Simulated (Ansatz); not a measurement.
**GaH₅O (SMILES [OH2+][GaH3-]): a rigid scan of the bond length Ga2–H7**

An exercise on one series of results from a longer session: the logs are not shown, and one member is left open.

The runs use Ansatz 0.2.0, Gaussian basis; single points in def2-TZVPP.

Levels: PBE-D4, r2SCAN-D4, PBE0-D4, B3LYP-D4, wB97M-V, Hartree-Fock, MP2, CCSD, CCSD(T). The scan takes 1.423, 1.455, 1.501, 1.555, 1.615, 1.680, 1.749, 1.822, 1.897 Å.

Cores are frozen in the correlated methods. Filled d shells of the heavier atoms are correlated. B3LYP uses VWN-RPA correlation.

28 further runs of the same task are left out: 28 set aside as unsound or not needed.

### The system as given

The minimum, relaxed at PBE0-D4: SMILES `[OH2+][GaH3-]`, 7 atoms, charge 0, spin multiplicity 1.

Atoms are counted from 1 here; the program's logs count them from 0.

Bond lengths: O1–Ga2 2.197 Å, O1–H3 0.962 Å, O1–H4 0.962 Å, Ga2–H5 1.570 Å, Ga2–H6 1.580 Å, Ga2–H7 1.581 Å. Angles: Ga2–O1–H3 108.3°, Ga2–O1–H4 109.4°, H3–O1–H4 106.7°, O1–Ga2–H5 99.8°, O1–Ga2–H6 93.8°, O1–Ga2–H7 94.4°, H5–Ga2–H6 119.5°, H5–Ga2–H7 119.2°, H6–Ga2–H7 118.0°.

As a file:

```tsv
atom	x (Å)	y (Å)	z (Å)
O1	-0.24498	-1.21809	-0.17041
Ga2	0.15746	0.94132	-0.13584
H3	-0.95288	-1.40432	0.45456
H4	0.53158	-1.69373	0.14106
H5	0.08204	1.25062	-1.67326
H6	-1.08465	1.26571	0.78558
H7	1.57263	0.79048	0.55251
```

Energies of the minimum (eV), from earlier single points: PBE-D4 -54496.84805, r2SCAN-D4 -54505.90879, PBE0-D4 -54498.07393, B3LYP-D4 -54509.03133, wB97M-V -54503.30224, CCSD(T) -54466.02127.

At the minimum the bond length Ga2–H7 is 1.581 Å.

The first run:

ccsdt-tzvpp/in.yaml reads:

```yaml
crystal:
  periodic: [false, false, false]
  atoms:
    - {symbol: O, position_ang: [-0.244980, -1.218094, -0.170405]}
    - {symbol: Ga, position_ang: [0.157465, 0.941324, -0.135845]}
    - {symbol: H, position_ang: [-0.952880, -1.404318, 0.454557]}
    - {symbol: H, position_ang: [0.531579, -1.693731, 0.141059]}
    - {symbol: H, position_ang: [0.082036, 1.250621, -1.673256]}
    - {symbol: H, position_ang: [-1.084652, 1.265715, 0.785580]}
    - {symbol: H, position_ang: [1.431276, 0.805549, 0.483753]}
basis:
  gaussian: {orbitals: def2-TZVPP}
correlation: {method: ccsd_t}
```

No record of the launch command was kept for these runs.

Among the steps run: Ga2–H7 = 1.423 Å; Ga2–H7 = 1.455 Å; Ga2–H7 = 1.501 Å; Ga2–H7 = 1.555 Å; Ga2–H7 = 1.615 Å; Ga2–H7 = 1.680 Å; Ga2–H7 = 1.749 Å; Ga2–H7 = 1.822 Å; Ga2–H7 = 1.897 Å.

One of the session's tables, all rows but one given; the rest of the session is left out.

Energies less that of the minimum at the same level (kJ/mol):

```
bond length (Å)  PBE-D4  PBE0-D4  B3LYP-D4  wB97M-V  Hartree-Fock
          1.423    20.6     19.6      19.5     18.1          23.7
          1.455    12.7     11.8      11.7     10.6          14.8
          1.501     5.0      4.4       4.4      3.6           6.0
          1.555     0.6      0.4       0.4      0.1           0.8
1.581 (minimum)     0.0      0.0       0.0      0.0           0.0
          1.615     0.4      0.8       0.8      1.1           0.3
          1.680     4.6      5.7       5.6      6.6           4.6
          1.749       ?        ?         ?        ?             ?
          1.822    24.4     27.5      26.9     29.8          26.4
          1.897    38.5     42.9      41.7     46.0          42.5
```

Q: Estimate the row for bond length (Å) = 1.749 from the others.

Worked estimate for «PBE-D4». A straight line through the neighbours (1.680, 4.6) and (1.822, 24.4) gives 4.6 + (24.4 − 4.6) × (1.749 − 1.680) / (1.822 − 1.680) = 14.2; a parabola fitted to 4 rows on both sides gives 12.8.

**Answer.** PBE-D4: 12.8; PBE0-D4: 14.8; B3LYP-D4: 14.5; wB97M-V: 16.3; Hartree-Fock: 13.5. In «PBE-D4» the line misses by +1.4 and the parabola by 0.0.

To keep in mind: A polynomial through the near points puts the CCSD(T) minimum 0.008 Å below the PBE0-D4 value.
